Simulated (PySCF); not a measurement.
**AuCl₂: doublet, from a PBE0 minimum start**

The task is one start of a wider search on AuCl₂: the doublet, from a PBE0 minimum start. It is relaxed, tested by its Hessian and followed downhill if it is a saddle.

Program: PySCF 2.14.0. Level of theory: PBE0, basis Au def2-TZVP with ECP60, Cl def2-TZVP, scalar-relativistic core potentials, no spin–orbit coupling, density fitting. These are calculated values, not measurements.

## (1) The system as given

3 atoms, charge 0, spin multiplicity 2.

Bond lengths: Au1–Cl2 2.235 Å, Au1–Cl3 2.235 Å. Angles: Cl2–Au1–Cl3 180.0°.

```xyz
3
charge 0 multiplicity 2
Au    0.0000    0.0000    0.0000
Cl    0.0000    0.0000    2.2348
Cl    0.0000    0.0000   -2.2348
```

## (2) Finding the electronic state

One driver script runs all steps and calls PySCF; scf.py shows how it sets up the SCF of each step. The optimiser is the driver's own. After this first run the driver tries any further starts and a stability analysis.

The input, scf.py:

```python
from pyscf import gto, scf, dft
mol = gto.M(atom='''
Au     0.000000    -0.000000     0.000000
Cl    -0.000000    -0.000000     2.234780
Cl     0.000000     0.000000    -2.234780''',
    basis={'Au': 'def2-TZVP', 'Cl': 'def2-TZVP'},
    ecp={'Au': 'def2-TZVP'},
    charge=0, spin=1)
mf = dft.UKS(mol, xc='PBE0')
mf.grids.atom_grid = (50, 194)
aux = {'Au': 'def2-universal-JKFIT', 'Cl': 'def2-universal-JKFIT'}
mf = mf.density_fit(auxbasis=aux)
mf.conv_tol = 1e-08
mf.diis_space = 10
mf.max_cycle = 60
mf.init_guess = 'minao'
mf.verbose = 4
mf.kernel()
```

Started as:

```console
$ OMP_NUM_THREADS=4 python axn.py task.json out
```

Log:

```text
init E= -1041.02842412623
[... the frontier-level lines of each cycle are left out ...]
cycle= 1 E= -1054.87450683244  delta_E= -13.8  |g|= 1.56  |ddm|= 5.99
cycle= 2 E= -1039.14244387332  delta_E= 15.7  |g|= 4.07  |ddm|= 8.14
cycle= 3 E= -1055.64138716669  delta_E= -16.5  |g|= 0.689  |ddm|= 7.85
cycle= 4 E= -1055.87390510141  delta_E= -0.233  |g|= 0.153  |ddm|= 0.999
cycle= 5 E= -1055.88421923045  delta_E= -0.0103  |g|= 0.0624  |ddm|= 0.17
cycle= 6 E= -1055.88549663517  delta_E= -0.00128  |g|= 0.0259  |ddm|= 0.0529
cycle= 7 E= -1055.88579158841  delta_E= -0.000295  |g|= 0.00978  |ddm|= 0.0253
cycle= 8 E= -1055.88583746414  delta_E= -4.59e-05  |g|= 0.000623  |ddm|= 0.0123
cycle= 9 E= -1055.88583766245  delta_E= -1.98e-07  |g|= 0.00023  |ddm|= 0.000661
cycle= 10 E= -1055.88583768312  delta_E= -2.07e-08  |g|= 3.64e-05  |ddm|= 0.000227
cycle= 11 E= -1055.885837684  delta_E= -8.82e-10  |g|= 5.85e-06  |ddm|= 6.73e-05
Extra cycle  E= -1055.88583768398  delta_E= 2.43e-11  |g|= 1.14e-05  |ddm|= 1.74e-05
converged SCF energy = -1055.88583768398  <S^2> = 0.75498565  2S+1 = 2.0049795
```

This step, with its further starts and checks, needed 12 s of wall time on 4 threads of Arm Neoverse V1, shared host.

Energies from each starting density:

```tsv
start	energy (Eh)
the minimal-basis guess	-1055.885838
a thermally smeared density	-1055.885838
a smeared PBE density	-1055.885838
```

No lower solution of this spin turned up from the other starts or in the test of internal stability.

## (3) PBE0 minimum start, doublet: relaxation

The program finds D∞h symmetry in the start, which this walk keeps.

scf.py: that of step 2 with these lines changed.

```diff
@@ -3,2 +3,2 @@
-Au     0.000000    -0.000000     0.000000
-Cl    -0.000000    -0.000000     2.234780
+Au     0.000000     0.000000     0.000000
+Cl     0.000000     0.000000     2.234780
@@ -16 +15,0 @@
-mf.init_guess = 'minao'
```

The optimiser's trace:

```tsv
step	energy (Eh)	change (kJ/mol)	largest symmetric gradient (Eh/bohr)
0	-1055.885838	0.00	0.01019
1	-1055.886464	-1.64	0.00162
2	-1055.886480	-1.69	0.00013
3	-1055.886480	-1.69	0.00000
```

The walk took 7 s.

Geometry (Å) and forces (eV/Å) at some steps:

```
step 0
Au   0.000   0.000   0.000   0.000   0.000   0.000
Cl   0.000   0.000   2.235   0.000   0.000  -0.524
Cl   0.000   0.000  -2.235   0.000   0.000   0.524
step 1
Au   0.000   0.000   0.000   0.000   0.000   0.000
Cl   0.000   0.000   2.208   0.000   0.000  -0.084
Cl   0.000   0.000  -2.208   0.000   0.000   0.084
step 2
Au   0.000   0.000   0.000   0.000   0.000   0.000
Cl   0.000   0.000   2.202   0.000   0.000   0.007
Cl   0.000   0.000  -2.202   0.000   0.000  -0.007
step 3
Au   0.000   0.000   0.000   0.000   0.000   0.000
Cl   0.000   0.000   2.203   0.000   0.000   0.000
Cl   0.000   0.000  -2.203   0.000   0.000   0.000
```

It settles in D∞h symmetry, 1.7 kJ/mol below the start, after 3 steps: Au–Cl 2.203 Å (×2); Cl–Au–Cl 180.0°.

## (4) Is it a minimum? Harmonic modes

The point is checked on the finer grid, and tightened if its gradient asks for it. The Hessian and the dipole derivatives come from central differences of analytic gradients, with steps of 0.02 bohr.

scf.py: that of step 3 with these lines changed.

```diff
@@ -3,3 +3,3 @@
-Au     0.000000     0.000000     0.000000
-Cl     0.000000     0.000000     2.234780
-Cl     0.000000     0.000000    -2.234780''',
+Au     0.000000    -0.000000    -0.000000
+Cl     0.000000    -0.000000     2.202539
+Cl    -0.000000     0.000000    -2.202539''',
@@ -10 +10 @@
-mf.grids.atom_grid = (50, 194)
+mf.grids.atom_grid = (75, 302)
@@ -13 +13 @@
-mf.conv_tol = 1e-08
+mf.conv_tol = 1e-10
```

This SCF starts from the last density.

SCF at the final geometry:

```text
init E= -1055.88653958616
[... the frontier-level lines of each cycle are left out ...]
cycle= 1 E= -1055.88653958612  delta_E= 3.55e-11  |g|= 8.5e-06  |ddm|= 1.17e-05
Extra cycle  E= -1055.8865395859  delta_E= 2.21e-10  |g|= 2.09e-05  |ddm|= 2.9e-05
converged SCF energy = -1055.8865395859  <S^2> = 0.7549899  2S+1 = 2.0049837
```

The whole step took 25 s.

Geometry: D∞h; Au–Cl 2.203 Å (×2); Cl–Au–Cl 180.0°.

Modes, for the most abundant isotopes:

```
ω (cm⁻¹)  IR (km/mol)  μ (u)     type
      66          1.2  44.58     bend
     118          0.5  44.58     bend
     374          0.0  34.97  stretch
     413         33.6  44.58  stretch
```

μ is the mass of the mode for normalised Cartesian displacements, not the reduced mass of the usual diatomic formula.

No imaginary mode, so this is a minimum.

The SCF density has lower symmetry than the nuclear frame, so the modes carry no labels; pairs that should be degenerate can split.

Properties at this point:

| Quantity | Value |
| --- | --- |
| Dipole moment | 0.00 D |
| Highest occupied level | -8.49 eV |
| Lowest empty level | -6.47 eV |
| Rotational constants | 0.04969 cm⁻¹ |
| Zero-point energy | 5.8 kJ/mol |
| Principal polarisabilities | 36.4, 36.5, 154.7 bohr³ |
| Atomisation energy without zero-point energy | 497 kJ/mol |
| Principal traceless quadrupole moments about the centre of mass | -3.21, 0.48, 2.73 D Å |
| Entropy at 298.15 K and 1 bar (electronic part: spin only) | 295.4 J/(mol K) |
| Heat capacity Cp at 298.15 K | 57.9 J/(mol K) |
| Enthalpy at 298.15 K above 0 K | 14.28 kJ/mol |
| Rotational symmetry number | 2 |
| Spin squared ⟨S²⟩ | 0.755 |

Populations by atom (charges in e):

```json
{"atom": "Au1", "Mulliken": "0.50", "Löwdin": "-0.02", "polar tensor": "0.58", "spin (Mulliken)": "0.32", "Mayer order to Au1": "–"}
{"atom": "Cl2,3", "Mulliken": "-0.25", "Löwdin": "0.01", "polar tensor": "-0.29", "spin (Mulliken)": "0.34", "Mayer order to Au1": "0.99"}
```

Mulliken populations on Au1 (outside its core potential): s 2.94, p 6.22, d 9.33, f 0.01.

## (5) What came out

```
                                          quantity                                value
                                           minimum                         doublet, D∞h
                                          geometry  Au–Cl 2.203 Å (×2); Cl–Au–Cl 180.0°
                                wavenumbers (cm⁻¹)                    66, 118, 374, 413
                                     dipole moment                               0.00 D
highest occupied, lowest empty level (either spin)                      -8.49, -6.47 eV
                        polar-tensor charge of Au1                              +0.58 e
                                 zero-point energy                           5.8 kJ/mol
                               entropy at 298.15 K                      295.4 J/(mol K)
         atomisation energy (no zero-point energy)                           497 kJ/mol
                                              ⟨S²⟩                                0.755
```

In words: The PBE0 minimum start keeps its D∞h symmetry and ends in a minimum. In the infrared the band at 413 cm⁻¹ (stretch) leads. The dipole vanishes although Au1 carries +0.6 e by the polar tensor: the bond dipoles cancel. Only this shape and spin were tried, so other structures or states may lie lower. The SCF density has lower symmetry than the nuclear frame. One determinant may miss the lowest occupation of an open d or f shell. With an element this heavy the missing spin–orbit coupling can shift these numbers.

The search up to here took 44 s.
